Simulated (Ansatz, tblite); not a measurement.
# Ge(vinyl)3(NHtBu) (C₁₀H₁₉GeN): a ladder of methods and basis sets

How do method and basis change the picture of Ge(vinyl)3(NHtBu) (C₁₀H₁₉GeN) (singlet)?

Method: as each input shows; program: Ansatz 0.2.0, Gaussian basis.

Levels to be run: GFN1-xTB, GFN2-xTB, PBE-D4/def2-TZVP, r2SCAN-D4/def2-TZVP, revPBE-D4/def2-TZVP, BHLYP-D4/def2-TZVP, PBE-D4/def2-SVP, PBE0-D4/def2-SVP, MP2/def2-SVP.

5 further runs of the same task are left out: 3 that didn't finish, 2 set aside as unsound or not needed. Runs told in other sessions of the task aren't counted.

## 1. The relaxed structure

The geometry is that of the singlet, from an earlier relaxation (PBE-D4/def2-SVP).

31 atoms, charge 0, spin multiplicity 1.

Bond lengths: Ge1–C2 1.957 Å, Ge1–C7 1.966 Å, Ge1–C12 1.957 Å, Ge1–N17 1.862 Å, C2–C3 1.346 Å, C2–H4 1.107 Å, C3–H5 1.105 Å, C3–H6 1.104 Å, C7–C8 1.348 Å, C7–H9 1.107 Å, C8–H10 1.105 Å, C8–H11 1.104 Å, C12–C13 1.346 Å, C12–H14 1.106 Å, C13–H15 1.105 Å, C13–H16 1.104 Å, N17–C18 1.474 Å, N17–H22 1.026 Å and more. Angles: C2–Ge1–C7 109.7°, C2–Ge1–C12 110.2°, C2–Ge1–N17 103.5°, C7–Ge1–C12 109.1°, C7–Ge1–N17 116.6°, C12–Ge1–N17 107.5°, Ge1–C2–C3 124.6°, Ge1–C2–H4 116.4°, C3–C2–H4 118.9°, C2–C3–H5 121.8°, C2–C3–H6 122.0°, H5–C3–H6 116.2°, Ge1–C7–C8 123.8°, Ge1–C7–H9 117.5°, C8–C7–H9 118.7°, C7–C8–H10 121.9°, C7–C8–H11 122.2°, H10–C8–H11 115.9° and more.

PBE0-D4/def2-TZVP was run before; its log isn't repeated, and its numbers join the tables.

## 2. GFN1-xTB

Tight binding, by tblite at 300 K electronic temperature and without a spin-polarisation term:

```python
tblite.interface.Calculator('GFN1-xTB', numbers, positions, charge=0, uhf=0).singlepoint()
```

Energy -983.5887 eV, HOMO -10.45 eV, LUMO -7.30 eV; 0.048 s.

## 3. GFN2-xTB

Tight binding, by tblite at 300 K electronic temperature and without a spin-polarisation term:

```python
tblite.interface.Calculator('GFN2-xTB', numbers, positions, charge=0, uhf=0).singlepoint()
```

Energy -974.6673 eV, HOMO -9.52 eV, LUMO -6.31 eV; 0.028 s.

## 4. PBE-D4/def2-TZVP

start.molden holds the orbitals of an earlier run on this state, given as this run's starting guess.

in.yaml reads:

```yaml
crystal:
  periodic: [false, false, false]
  atoms:
    - {symbol: Ge, position_ang: [0.237946, 0.886860, 0.825598]}
    - {symbol: C, position_ang: [0.411170, 0.615039, 2.756226]}
    - {symbol: C, position_ang: [1.549399, 0.788382, 3.454111]}
    - {symbol: H, position_ang: [-0.510496, 0.325943, 3.297669]}
    - {symbol: H, position_ang: [2.493718, 1.084703, 2.963399]}
    - {symbol: H, position_ang: [1.593252, 0.638633, 4.547454]}
    - {symbol: C, position_ang: [2.019072, 1.126031, 0.027221]}
    - {symbol: C, position_ang: [3.055027, 0.290803, 0.239564]}
    - {symbol: H, position_ang: [2.171354, 2.004319, -0.628373]}
    - {symbol: H, position_ang: [2.962168, -0.602337, 0.882924]}
    - {symbol: H, position_ang: [4.045102, 0.450802, -0.222841]}
    - {symbol: C, position_ang: [-0.847122, 2.474312, 0.460948]}
    - {symbol: C, position_ang: [-2.162911, 2.395533, 0.189816]}
    - {symbol: H, position_ang: [-0.362387, 3.466924, 0.523220]}
    - {symbol: H, position_ang: [-2.667246, 1.414261, 0.134546]}
    - {symbol: H, position_ang: [-2.786042, 3.290370, 0.015055]}
    - {symbol: N, position_ang: [-0.735553, -0.597791, 0.264044]}
    - {symbol: C, position_ang: [-0.730227, -1.203915, -1.079340]}
    - {symbol: C, position_ang: [0.439535, -2.200216, -1.239244]}
    - {symbol: C, position_ang: [-2.067862, -1.950171, -1.259738]}
    - {symbol: C, position_ang: [-0.614591, -0.103302, -2.145660]}
    - {symbol: H, position_ang: [-0.738852, -1.324809, 0.988388]}
    - {symbol: H, position_ang: [0.427758, -2.692568, -2.234273]}
    - {symbol: H, position_ang: [1.411759, -1.681783, -1.121029]}
    - {symbol: H, position_ang: [0.379536, -2.997990, -0.469054]}
    - {symbol: H, position_ang: [-2.188733, -2.731318, -0.479999]}
    - {symbol: H, position_ang: [-2.125005, -2.449794, -2.248935]}
    - {symbol: H, position_ang: [-2.918094, -1.245131, -1.168052]}
    - {symbol: H, position_ang: [0.353324, 0.433565, -2.067590]}
    - {symbol: H, position_ang: [-1.429593, 0.639365, -2.045402]}
    - {symbol: H, position_ang: [-0.665387, -0.544718, -3.160652]}
basis:
  gaussian: {orbitals: def2-TZVP, initial_orbitals: start.molden}
hamiltonian: {xc: pbe, dispersion: d4}
scf: {omitted_lower_state_checks: [starts]}
output: {orbitals: {seedname: orbitals}}
```

The run is started by

```sh
ansatz run in.yaml --threads 4 --pin off --events-out ev --progress --plain --max-ram 6963MiB
```

After this run come: r2SCAN-D4/def2-TZVP; revPBE-D4/def2-TZVP; BHLYP-D4/def2-TZVP; PBE-D4/def2-SVP; PBE0-D4/def2-SVP; MP2/def2-SVP.

Q: Predict the results of all the runs planned. Wanted: gap in def2-TZVP, named functionals, smallest and largest; correlation energy, MP2/def2-SVP; binding an atom, functionals in def2-TZVP; PBE0 total energy, smallest basis above largest.

The runs gave:

| quantity | value |
| --- | --- |
| gap in def2-TZVP, named functionals, smallest and largest | 3.40 eV (PBE-D4), 7.98 eV (BHLYP-D4) |
| correlation energy, MP2/def2-SVP | -48.58 eV |
| binding an atom, functionals in def2-TZVP | 4.07 (BHLYP-D4) to 4.28 eV (PBE-D4) |
| PBE0 total energy, smallest basis above largest | 20.06 eV (def2-SVP, def2-TZVP) |

In words: Orbital gaps of the named functionals in def2-TZVP span 3.40 eV (PBE-D4) to 7.98 eV (BHLYP-D4); exact exchange widens it.
